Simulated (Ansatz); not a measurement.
## GaN, space group F-43m: a phonon calculation by linear response, step by step

Computed with Ansatz's Python interface.

`gan.vasp`
```text
GaN
1.0
   0.00000000    2.25350061    2.25350061
   2.25350061    0.00000000    2.25350061
   2.25350061    2.25350061    0.00000000
Ga N
1 1
Direct
   0.00000000    0.00000000    0.00000000
   0.75000000    0.75000000    0.75000000
```

Notebook, run cell by cell (the value of a cell's last expression is shown):

```python
from pathlib import Path

import ansatz as az
from ase.io import read
import numpy as np
```

```python
atoms = read('gan.vasp', format='vasp')
xtal = az.Crystal.from_ase(atoms)

job = (
    xtal.calculation()
    .functional('pbe')
    .occupations('Fixed')  # whole-number filling, right only where there is a gap
    .kpoints(8, 8, 8)  # the mesh must be finer for metals
    .phonons('dfpt', dielectric=True, lo_to_directions=[(0, 0, 1)])
)
res = job.run(runs_dir='runs')
ph = res.phonons
```

    DeckWarning: basis.ecutwfc = 420 eV, auto-derived from the records' recommended cutoffs: set by Ga (normal level)
    DeckWarning: phonons.dielectric: true without phonons.rigid_motions: the static dielectric tensor ε⁰ will be withheld (ε∞, Z* and the rows of modes are given); for a crystal or a slab, whose only [...]
    RunWarning: field response: ε∞ stands inside a basis, on 8×8×8 points; the force constants stand on the 8×8×8 k-mesh, whose period is 11.48 times the interband length at k = (0.0000, 0.0000, 0.0000), [...]

```python
print('Gamma modes (1/cm):', ' '.join(f'{w:.1f}' for w in ph.gamma_omega_inv_cm))
print('in meV:', ' '.join(f'{w * 0.1239842:.2f}' for w in ph.gamma_omega_inv_cm))
field = res.phonons_dielectric
print('eps_inf diagonal:', np.round(np.diag(field.eps_inf), 3))
for site, z in zip(res.lattice.sites, field.zstar_e):
    print(f'Born charge {site.symbol:2s}', np.round(np.diag(z), 3) + 0.0)
rows = (Path(res.output_folder) / 'results' / 'optical_modes.tsv').read_text().splitlines()
for line in rows:
    if not line.startswith('#'):
        print('  '.join(f'{float(v):.3f}' for v in line.split()[:8]))
```

    Gamma modes (1/cm): 0.0 0.0 0.0 538.2 538.2 538.2
    in meV: 0.00 0.00 0.00 66.73 66.73 66.73
    eps_inf diagonal: [5.964 5.964 5.964]
    Born charge Ga [2.672 2.672 2.672]
    Born charge N  [-2.672 -2.672 -2.672]
    0.000  0.000  0.000  538.174  3.000  42.351  0.612  -0.000
    0.577  0.577  -0.577  538.174  2.000  28.234  0.408  -0.204
    0.577  0.577  -0.577  714.286  1.000  14.117  0.204  0.204

Caveats:
- The cell isn't relaxed first, so the values belong to this volume.
- The mesh doesn't settle the field response to the digits printed.
- The structure comes from a database of computed cells and needn't be a stable or known phase.
- Warnings are shown shortened and without file and line.
- The structure is taken as given; imaginary modes can come from an unrelaxed or unstable start.
- It ran for 33 s on 1 thread of Arm Neoverse V1, on a shared host, peak memory 0.55 GiB.
